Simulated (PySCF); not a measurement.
**Tl2S3: other functionals and bases at one geometry**

How far do other levels of theory move the description of Tl2S3, and what does each cost? The structure is generated, not taken from experiment.

Program: PySCF 2.14.0. Level of theory: several levels, as the steps say, no spin–orbit coupling. These are calculated values, not measurements.

4 further runs of the same task are left out: 2 for a known fault of the program, 1 that didn't finish, 1 set aside as unsound or not needed.

### 1 Starting geometry

5 atoms, charge 0, spin multiplicity 1.

Bond lengths: Tl1–S3 2.474 Å, Tl1–S4 2.279 Å, Tl2–S3 2.474 Å, Tl2–S5 2.279 Å. Angles: S3–Tl1–S4 177.1°, S3–Tl2–S5 177.1°, Tl1–S3–Tl2 101.0°.

Geometry (Å):

```xyz
5
charge 0, multiplicity 1
Tl   -0.01504    0.27489    1.90827
Tl   -0.01504    0.27489   -1.90827
S    -0.10104    1.84657    0.00000
S     0.05920   -1.08199    3.73754
S     0.05920   -1.08199   -3.73754
```

Formal oxidation states: Tl +3. An earlier session relaxed this geometry at TPSS, Tl def2-SVP with ECP60, S def2-SVP (singlet, point group C2v).

At TPSS on the finer grid: E = -1539.265288 Eh, HOMO -6.04 eV, LUMO -4.18 eV, Mulliken charge on Tl1 +0.35 e, largest force component 0.027 eV/Å. 

Levels to run: M06-L; BLYP; r2SCAN; HF; TPSS, TZVP; TPSS, x2c-SVP. Hardware: 2 threads of Arm Neoverse V2, shared host.

### 2 M06-L

File run.py (the lines that set the calculation):

```python
mol = gto.M(atom='''
Tl    -0.01504     0.27489     1.90827
Tl    -0.01504     0.27489    -1.90827
S     -0.10104     1.84657     0.00000
S      0.05920    -1.08199     3.73754
S      0.05920    -1.08199    -3.73754''',
    basis={'Tl': 'def2-SVP', 'S': 'def2-SVP'},
    ecp={'Tl': 'def2-SVP'},
    charge=0, spin=0)
mf = dft.RKS(mol, xc='M06L')
mf.grids.atom_grid = (75, 302)
mf = mf.density_fit()  # fitting sets: Tl def2-universal-JKFIT, S def2-universal-JKFIT
mf.conv_tol = 1e-08; mf.max_cycle = 55
mf.kernel(dm0)  # dm0: the density of the relaxed state
```

Launch:

```bash
$ OMP_NUM_THREADS=2 python run.py
```

### 3 BLYP

run.py (the lines that set the calculation): that of step 2 with these lines changed.

```diff
@@ -9,3 +9,3 @@
     charge=0, spin=0)
-mf = dft.RKS(mol, xc='M06L')
+mf = dft.RKS(mol, xc='BLYP')
 mf.grids.atom_grid = (75, 302)
```

### 4 r2SCAN

run.py (the lines that set the calculation): that of step 3 with these lines changed.

```diff
@@ -9,3 +9,3 @@
     charge=0, spin=0)
-mf = dft.RKS(mol, xc='BLYP')
+mf = dft.RKS(mol, xc='R2SCAN')
 mf.grids.atom_grid = (75, 302)
```

### 5 HF

run.py (the lines that set the calculation): that of step 4 with these lines changed.

```diff
@@ -9,4 +9,3 @@
     charge=0, spin=0)
-mf = dft.RKS(mol, xc='R2SCAN')
-mf.grids.atom_grid = (75, 302)
+mf = scf.RHF(mol)
 mf = mf.density_fit()  # fitting sets: Tl def2-universal-JKFIT, S def2-universal-JKFIT
```

### 6 TPSS, TZVP

Basis: Tl def2-TZVP with ECP60, S def2-TZVP. 

File run.py (the lines that set the calculation):

```python
mol = gto.M(atom='''
Tl    -0.01504     0.27489     1.90827
Tl    -0.01504     0.27489    -1.90827
S     -0.10104     1.84657     0.00000
S      0.05920    -1.08199     3.73754
S      0.05920    -1.08199    -3.73754''',
    basis={'Tl': 'def2-TZVP', 'S': 'def2-TZVP'},
    ecp={'Tl': 'def2-TZVP'},
    charge=0, spin=0)
mf = dft.RKS(mol, xc='TPSS')
mf.grids.atom_grid = (75, 302)
mf = mf.density_fit()  # fitting sets: Tl def2-universal-JKFIT, S def2-universal-JKFIT
mf.conv_tol = 1e-08; mf.max_cycle = 55
mf.kernel(dm0)  # dm0: free metal ions and neutral atoms
```

### 7 TPSS, x2c-SVP

Basis: Tl x2c-SVPall, S x2c-SVPall. All electrons are treated, with the spin-free X2C Hamiltonian.

File run.py (the lines that set the calculation):

```python
mol = gto.M(atom='''
Tl    -0.01504     0.27489     1.90827
Tl    -0.01504     0.27489    -1.90827
S     -0.10104     1.84657     0.00000
S      0.05920    -1.08199     3.73754
S      0.05920    -1.08199    -3.73754''',
    basis={'Tl': 'x2c-SVPall', 'S': 'x2c-SVPall'},
    nucmod='G',
    charge=0, spin=0)
mf = dft.RKS(mol, xc='TPSS')
mf.grids.atom_grid = (99, 590)
mf = mf.density_fit()  # fitting sets: Tl AutoAux, S AutoAux
mf = mf.sfx2c1e()
mf.conv_tol = 1e-08; mf.max_cycle = 55
mf.kernel(dm0)  # dm0: free metal ions and neutral atoms
```

What does the calculation give? Wanted: for each run, HOMO; gap; charge on Tl1; dipole; largest force.

The runs gave:

| level | state | HOMO (eV) | gap (eV) | charge on Tl1 (e) | dipole (D) | largest force (eV/Å) | basis functions | time |
| --- | --- | --- | --- | --- | --- | --- | --- | --- |
| TPSS (relaxed here) | singlet | -6.04 | 1.86 | 0.35 | 2.73 | 0.03 | 106 | 20 s |
| M06-L | singlet | -6.04 | 1.97 | 0.55 | 3.02 | 0.17 | 106 | 6.2 s |
| BLYP | singlet | -5.71 | 1.66 | 0.25 | 2.45 | 0.38 | 106 | 4.7 s |
| r2SCAN | singlet | -6.21 | 2.00 | 0.37 | 2.83 | 0.24 | 106 | 5.8 s |
| HF | singlet | -9.47 | 9.19 | 0.54 | 3.65 | 0.54 | 106 | 3.3 s |
| TPSS, TZVP | singlet | -6.10 | 1.96 | 0.63 | 3.05 | 0.62 | 211 | 23 s |
| TPSS, x2c-SVP | singlet | -6.02 | 1.86 | 0.44 | 2.73 | 0.30 | 178 | 52 s |

Times are on 2 threads of Arm Neoverse V2, shared host; the first row also made further properties.

In one basis the HOMO–LUMO gap runs from 1.66 eV (BLYP) to 9.19 eV (HF). The largest leftover force, 0.62 eV/Å with TPSS, TZVP, stands at a geometry relaxed at another level. The Mulliken charge on Tl spans +0.25 to +0.63 e over the levels. Total energies of different levels can't be compared. Spin–orbit coupling is left out throughout.
